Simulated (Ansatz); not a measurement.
# AlC6: the cost of one run

Computed with Ansatz 0.2.0 (DFT PBE, scalar-relativistic, plane waves, PAW, unless a step's input says otherwise).

### Step 1. The system as given

The structure is cubic, space group Pm-3m (No. 221). The conventional cell has a = 4.533 Å, b = 4.533 Å, c = 4.533 Å, α = 90.00°, β = 90.00°, γ = 90.00°. Al (site symmetry m-3m) is surrounded by 24 C at 3.33 Å. C (site symmetry 4mm) is surrounded by 5 C at 1.83 to 1.91 Å.

Structure file:

```cif
data_structure
_symmetry_space_group_name_H-M 'P 1'
_symmetry_Int_Tables_number 1
_cell_length_a 4.5329
_cell_length_b 4.5329
_cell_length_c 4.5329
_cell_angle_alpha 90.000
_cell_angle_beta 90.000
_cell_angle_gamma 90.000
_cell_volume 93.14
loop_
_atom_site_label
_atom_site_type_symbol
_atom_site_fract_x
_atom_site_fract_y
_atom_site_fract_z
_atom_site_occupancy
Al1 Al 0.00000 0.00000 0.00000 1
C1 C 0.20168 0.50000 0.50000 1
C2 C 0.50000 0.50000 0.79832 1
C3 C 0.50000 0.50000 0.20168 1
C4 C 0.50000 0.20168 0.50000 1
C5 C 0.50000 0.79832 0.50000 1
C6 C 0.79832 0.50000 0.50000 1
```

The cell is invented: species swapped into a database cell of CaB6 (Pm-3m, No. 221), with Al on the Ca sites and C on the B sites. Its size is a rough estimate.

### Step 2. A first look at the guess

input.yaml

```yaml
crystal:
  lattice:
    - [4.53287885, 0.0, 0.0]
    - [0.0, 4.53287885, 0.0]
    - [0.0, 0.0, 4.53287885]
  atoms:
    - { symbol: Al, position: [0.0, 0.0, 0.0] }
    - { symbol: C, position: [0.2016845, 0.5, 0.5] }
    - { symbol: C, position: [0.5, 0.5, 0.7983155] }
    - { symbol: C, position: [0.5, 0.5, 0.2016845] }
    - { symbol: C, position: [0.5, 0.2016845, 0.5] }
    - { symbol: C, position: [0.5, 0.7983155, 0.5] }
    - { symbol: C, position: [0.7983155, 0.5, 0.5] }
basis:
  ecutwfc: 420
kpoints:
  mp_grid: { grid: [4, 4, 4] }
hamiltonian:
  xc: pbe
scf:
  occupations: { method: gaussian, width: 0.1 }
  lower_state_search: "off"
output:
  forces: true
  stress: true
  eigenvalues: true
```

On the command line:

```bash
> ansatz run input.yaml --threads 1 --pin off --max-ram 2048MiB --backend cpu --events-out ev --progress --plain --runs-dir out
```

What time and memory should one allow on 1 thread of Intel Xeon Platinum 8259CL at 2.50GHz (Skylake/Cascade Lake), shared host?

About 1.5 s, with a peak of 0.38 GiB.
